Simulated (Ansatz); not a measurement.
**C2H4FNOSi: up Jacob's ladder to CCSD(T)**

Aim: compute C2H4FNOSi with functionals from several rungs and with coupled cluster. The yardstick is the atomisation energy at the CCSD(T) limit.

The runs use Ansatz 0.2.0, Gaussian basis; functionals in def2-TZVPP, the program's frozen cores in correlated methods.

Plan: PBE-D4, r2SCAN-D4, PBE0-D4, B3LYP-D4, ωB97X-V, ωB97M-V, B2PLYP; CCSD(T)/def2-TZVPP; MP2/def2-QZVPP; extrapolation to the limit.

### 1 The geometry

The geometry comes from an earlier relaxation with PBE0-D4 in a triple-zeta def2 set; it is a stationary point, not always the lowest conformer.

10 atoms, charge 0, spin multiplicity 1.

Atoms are counted from 1 here; the program's logs count them from 0.

Bond lengths: F1–C2 1.340 Å, C2–Si3 1.918 Å, C2–N4 1.460 Å, C2–O6 1.481 Å, Si3–H7 1.481 Å, Si3–H8 1.482 Å, Si3–H9 1.481 Å, N4–C5 1.279 Å, C5–O6 1.353 Å, C5–H10 1.085 Å. Angles: F1–C2–Si3 113.1°, F1–C2–N4 114.9°, F1–C2–O6 110.4°, Si3–C2–N4 115.0°, Si3–C2–O6 110.9°, N4–C2–O6 90.3°, C2–Si3–H7 107.8°, C2–Si3–H8 108.1°, C2–Si3–H9 107.0°, H7–Si3–H8 110.8°, H7–Si3–H9 111.5°, H8–Si3–H9 111.4°, C2–N4–C5 84.0°, N4–C5–O6 104.7°, N4–C5–H10 132.8°, O6–C5–H10 122.5°, C2–O6–C5 80.7°.

Coordinates:

```
F    -1.6210   -0.3569    1.0674
C    -0.5712    0.0676    0.3518
Si    0.7815   -1.2741    0.1347
N    -0.0753    1.3918    0.7138
C    -0.4270    1.7024   -0.4760
O    -1.0177    0.5857   -0.9614
H     1.3339   -1.5810    1.4740
H     0.1486   -2.4745   -0.4614
H     1.8138   -0.7061   -0.7618
H    -0.2825    2.5939   -1.0781
```

### 2 PBE-D4 (GGA)

in.yaml

```yaml
crystal:
  periodic: [false, false, false]
  atoms:
    - {symbol: F, position_ang: [-1.620977, -0.356851, 1.067423]}
    - {symbol: C, position_ang: [-0.571159, 0.067618, 0.351818]}
    - {symbol: Si, position_ang: [0.781498, -1.274106, 0.134690]}
    - {symbol: N, position_ang: [-0.075315, 1.391837, 0.713756]}
    - {symbol: C, position_ang: [-0.427021, 1.702374, -0.475956]}
    - {symbol: O, position_ang: [-1.017741, 0.585748, -0.961404]}
    - {symbol: H, position_ang: [1.333943, -1.580962, 1.473967]}
    - {symbol: H, position_ang: [0.148589, -2.474503, -0.461351]}
    - {symbol: H, position_ang: [1.813825, -0.706145, -0.761830]}
    - {symbol: H, position_ang: [-0.282543, 2.593890, -1.078115]}
basis:
  gaussian: {orbitals: def2-TZVPP}
hamiltonian: {xc: pbe, dispersion: d4}
output: {forces: true, orbitals: {seedname: orbitals}}
```

Launch:

```
$ ansatz run in.yaml --threads 4 --pin off --events-out ev --progress --plain --max-ram 10444MiB
```

Further steps of the session: r2SCAN-D4 (meta-GGA); PBE0-D4 (hybrid); B3LYP-D4 (hybrid); ωB97X-V (range-separated); ωB97M-V (range-separated); B2PLYP (double hybrid); CCSD(T) in def2-TZVPP; MP2 in def2-QZVPP.

**Question.** What will the summary of the whole plan be? Wanted: atomisation energy, CCSD(T)/CBS; farthest; mean size of error, hybrid; mean size of error, range-separated; gap, smallest and largest; T1 diagnostic; triples share of the correlation energy.

**Answer**, as computed:

```
                               quantity                                 value
        atomisation energy, CCSD(T)/CBS                         3783.0 kJ/mol
 functionals within 18.9 kJ/mol (0.5 %)                   r2SCAN-D4, B3LYP-D4
                               farthest                PBE-D4 (+162.1 kJ/mol)
             mean size of error, hybrid                           13.2 kJ/mol
    mean size of error, range-separated                           33.6 kJ/mol
              gap, smallest and largest  5.13 eV (PBE-D4), 12.33 eV (ωB97X-V)
                          T1 diagnostic                                0.0149
triples share of the correlation energy                                 4.1 %
```

**Reading.** PBE-D4 misses by +162.1 kJ/mol. Double hybrids carry the basis error of their MP2 part in triple zeta, and no dispersion term here, so their miss is partly the set-up's. Misses under about 18.9 kJ/mol are within the doubt on the reference itself, which lacks core-valence correlation, relativity and higher excitations. Hartree-Fock recovers 66 % of the binding; the rest is correlation. Orbital gaps span 5.1 to 12.3 eV; exact exchange widens them.
